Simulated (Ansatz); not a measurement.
**C3H9AlO2: up Jacob's ladder to CCSD(T)**

One table from this session's results is given with a row withheld; the runs are named, their logs left out.

Program: Ansatz 0.2.0, Gaussian basis. Level of theory: functionals in def2-TZVPP, the program's frozen cores in correlated methods. These are calculated values, not measurements.

Levels to be run: LDA (SPW92), PBE-D4, revPBE-D4, BLYP-D4, r2SCAN-D4, B97M-V, PBE0-D4, B3LYP-D4, r2SCANh-D4, r2SCAN0-D4, HSE06-D4, BHLYP-D4, CAM-B3LYP-D4, LC-ωPBE, ωB97X-V, ωB97M-V, B2PLYP, PBE-QIDH; CCSD(T)/def2-SVP; CCSD(T)/def2-TZVPP; MP2/def2-QZVPP; extrapolation to the limit; RPA on PBE.

## The geometry

The geometry comes from an earlier relaxation with PBE0-D4 in a triple-zeta def2 set; it is a stationary point, not always the lowest conformer.

SMILES `C[CH](C)[Al]([OH])[OH]`, 15 atoms, charge 0, spin multiplicity 1.

Atoms are counted from 1 here; the program's logs count them from 0.

Bond lengths: C1–C2 1.530 Å, C1–H7 1.094 Å, C1–H8 1.094 Å, C1–H9 1.097 Å, C2–C3 1.531 Å, C2–Al4 1.955 Å, C2–H10 1.097 Å, C3–H11 1.094 Å, C3–H12 1.097 Å, C3–H13 1.094 Å, Al4–O5 1.699 Å, Al4–O6 1.699 Å, O5–H14 0.955 Å, O6–H15 0.954 Å. Angles: C2–C1–H7 111.5°, C2–C1–H8 112.5°, C2–C1–H9 110.9°, H7–C1–H8 107.3°, H7–C1–H9 107.2°, H8–C1–H9 107.2°, C1–C2–C3 110.4°, C1–C2–Al4 112.0°, C1–C2–H10 108.4°, C3–C2–Al4 111.2°, C3–C2–H10 108.1°, Al4–C2–H10 106.5°, C2–C3–H11 111.5°, C2–C3–H12 110.9°, C2–C3–H13 112.5°, H11–C3–H12 106.9°, H11–C3–H13 107.5°, H12–C3–H13 107.2° and more.

As a file:

```tsv
atom	x (Å)	y (Å)	z (Å)
C1	-0.7692	-0.4061	1.5273
C2	-0.0334	-0.6816	0.2150
C3	1.4727	-0.8045	0.4632
Al4	-0.4197	0.6731	-1.1403
O5	-0.9458	0.1942	-2.6827
O6	-0.1925	2.3022	-0.7158
H7	-0.4877	0.5636	1.9483
H8	-1.8563	-0.4055	1.4053
H9	-0.5270	-1.1677	2.2790
H10	-0.3904	-1.6371	-0.1894
H11	1.8963	0.1339	0.8344
H12	1.6828	-1.5713	1.2191
H13	2.0252	-1.0809	-0.4398
H14	-1.1443	0.7827	-3.4078
H15	-0.3325	3.0544	-1.2864
```

Set-up of the first run:

The input, in.yaml:

```yaml
crystal:
  periodic: [false, false, false]
  atoms:
    - {symbol: C, position_ang: [-0.769179, -0.406138, 1.527328]}
    - {symbol: C, position_ang: [-0.033358, -0.681634, 0.214985]}
    - {symbol: C, position_ang: [1.472746, -0.804487, 0.463174]}
    - {symbol: Al, position_ang: [-0.419675, 0.673111, -1.140312]}
    - {symbol: O, position_ang: [-0.945800, 0.194234, -2.682652]}
    - {symbol: O, position_ang: [-0.192516, 2.302216, -0.715840]}
    - {symbol: H, position_ang: [-0.487682, 0.563627, 1.948254]}
    - {symbol: H, position_ang: [-1.856299, -0.405513, 1.405335]}
    - {symbol: H, position_ang: [-0.527044, -1.167732, 2.278960]}
    - {symbol: H, position_ang: [-0.390438, -1.637054, -0.189369]}
    - {symbol: H, position_ang: [1.896272, 0.133941, 0.834432]}
    - {symbol: H, position_ang: [1.682840, -1.571289, 1.219088]}
    - {symbol: H, position_ang: [2.025168, -1.080902, -0.439835]}
    - {symbol: H, position_ang: [-1.144289, 0.782714, -3.407765]}
    - {symbol: H, position_ang: [-0.332546, 3.054406, -1.286382]}
basis:
  gaussian: {orbitals: def2-TZVPP}
hamiltonian: {xc: lda}
output: {orbitals: {seedname: orbitals}}
```

Launch:

```
> ansatz run in.yaml --threads 4 --pin off --events-out ev --progress --plain --max-ram 11315MiB
```

Steps of the session up to this table: LDA; PBE-D4 (GGA); revPBE-D4 (GGA); BLYP-D4 (GGA); r2SCAN-D4 (meta-GGA); B97M-V (meta-GGA); PBE0-D4 (hybrid); B3LYP-D4 (hybrid); r2SCANh-D4 (hybrid); r2SCAN0-D4 (hybrid); HSE06-D4 (hybrid); BHLYP-D4 (hybrid); CAM-B3LYP-D4 (range-separated); LC-ωPBE (range-separated); ωB97X-V (range-separated); ωB97M-V (range-separated); B2PLYP (double hybrid); PBE-QIDH (double hybrid).

One of the session's tables, all rows but one given; the rest of the session is left out.

It belongs to the step «Orbital energies across the functionals». 

| functional | HOMO (eV) | gap (eV) |
| --- | --- | --- |
| LDA (SPW92) | -6.27 | 5.09 |
| PBE-D4 | -6.17 | 5.20 |
| revPBE-D4 | -6.11 | 5.26 |
| BLYP-D4 | -6.07 | 5.11 |
| r2SCAN-D4 | -6.35 | 5.89 |
| B97M-V | -6.46 | 5.63 |
| PBE0-D4 | ? | ? |
| B3LYP-D4 | -7.21 | 6.73 |
| r2SCANh-D4 | -6.82 | 6.61 |
| r2SCAN0-D4 | -7.52 | 7.68 |
| HSE06-D4 | -6.99 | 6.48 |
| BHLYP-D4 | -8.58 | 9.07 |
| CAM-B3LYP-D4 | -8.77 | 9.40 |
| LC-ωPBE | -10.08 | 12.00 |
| ωB97X-V | -9.75 | 11.45 |
| ωB97M-V | -9.63 | 10.94 |

**Question.** Estimate the row for PBE0-D4.

The run gave: HOMO (eV): -7.40; gap (eV): 7.25. In the column «HOMO (eV)» it lies between r2SCAN0-D4 (-7.52) and B3LYP-D4 (-7.21).
